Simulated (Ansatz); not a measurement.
From input file to script: CH4SiTe, SMILES C1[SiH2][Te]1 in Ansatz 0.2.0.

```yaml
crystal:
  periodic: [false, false, false]
  atoms:
    - { symbol: C, position_ang: [-0.6162, -0.4098, -0.4656] }
    - { symbol: Si, position_ang: [0.6544, 0.5366, 0.4033] }
    - { symbol: Te, position_ang: [0.0342, -1.8924, 0.8047] }
    - { symbol: H, position_ang: [-0.3673, -0.5257, -1.5541] }
    - { symbol: H, position_ang: [-1.6828, -0.0159, -0.2437] }
    - { symbol: H, position_ang: [0.1477, 1.4906, 1.4164] }
    - { symbol: H, position_ang: [1.8913, 0.7485, -0.4068] }
basis:
  gaussian: { orbitals: def2-TZVP }
hamiltonian:
  xc: pbe
```

Launched from the shell:
```console
$ ansatz run input.yaml --threads 1 --pin off --max-ram 4096MiB --backend cpu --events-out ev --progress --plain --runs-dir out
Engine: ansatz 0.2.0, aarch64-unknown-linux-gnu
Functional definition: PBE
  parameter kappa = 0.804
  parameter beta = 0.06672455060314922
  exchange = pbe_x(kappa = kappa, mu = beta*pi^2/3)
  correlation = pbe_c(beta = beta)
994 factors; their error is unknown
mean field evaluation 1: about -16256.2926 eV, gradient 6.9e1 eV
mean field evaluation 2: about -16213.7714 eV, gradient 1.3e2 eV
mean field evaluation 4: about -16267.3414 eV, gradient 1.0e1 eV
mean field evaluation 8: about -16267.5352 eV, gradient 2.4e-1 eV
mean field evaluation 16: about -16267.3986 eV, gradient 4.1e-4 eV
mean field -16267.39857524 eV, -597.8158712012 hartree, gradient 7.6e-5 eV, S^2 0.000000; 0 other end points of the search recorded, 0 dependent functions left out
reference -16267.39861422 eV, -597.8158726339 hartree; 24, 24 occupied and 118, 118 virtual orbitals, 994 factors
Total energy: -16267.39861422 eV, -597.8158726339 hartree
```

The script, `deck_ch4site.py`:
```python
"""CH4SiTe through the session interface."""

import ansatz


def main() -> None:
    deck = {
        "crystal": {
            "periodic": [False, False, False],
            "atoms": [
                {"symbol": "C", "position_ang": [-0.6162, -0.4098, -0.4656]},
                {"symbol": "Si", "position_ang": [0.6544, 0.5366, 0.4033]},
                {"symbol": "Te", "position_ang": [0.0342, -1.8924, 0.8047]},
                {"symbol": "H", "position_ang": [-0.3673, -0.5257, -1.5541]},
                {"symbol": "H", "position_ang": [-1.6828, -0.0159, -0.2437]},
                {"symbol": "H", "position_ang": [0.1477, 1.4906, 1.4164]},
                {"symbol": "H", "position_ang": [1.8913, 0.7485, -0.4068]},
            ],
        },
        "basis": {"gaussian": {"orbitals": "def2-TZVP"}},
        "hamiltonian": {"xc": "pbe"},
    }
    session = ansatz.Session.from_dict(deck)
    report = session.plan(threads=1).execute().report

    for key in ("converged", "free_energy_ev", "reference_energy_ev", "n_frozen", "n_occupied", "n_virtual"):
        print(f"{key:22s} {report[key]}")
    symbols = ["C", "Si", "Te", "H", "H", "H", "H"]


if __name__ == "__main__":
    main()
```

```console
$ python deck_ch4site.py
converged              True
free_energy_ev         -16267.39861422469
reference_energy_ev    -16267.39861422469
n_frozen               0
n_occupied             [24, 24]
n_virtual              [118, 118]
```

Reading the output:
- Total energies depend on the basis set; only differences at equal settings carry meaning.
- The geometry is a force-field or estimated start, not a minimum of this method, and the basis set is short of its limit.
- def2 sets replace the cores of elements past krypton by effective core potentials.
- Timing: 3.5 s on 1 thread of Arm Neoverse V1, with other jobs on the host, peak memory 0.2 GiB.

(Lines on the test bed's own set-up are left out of the output.)
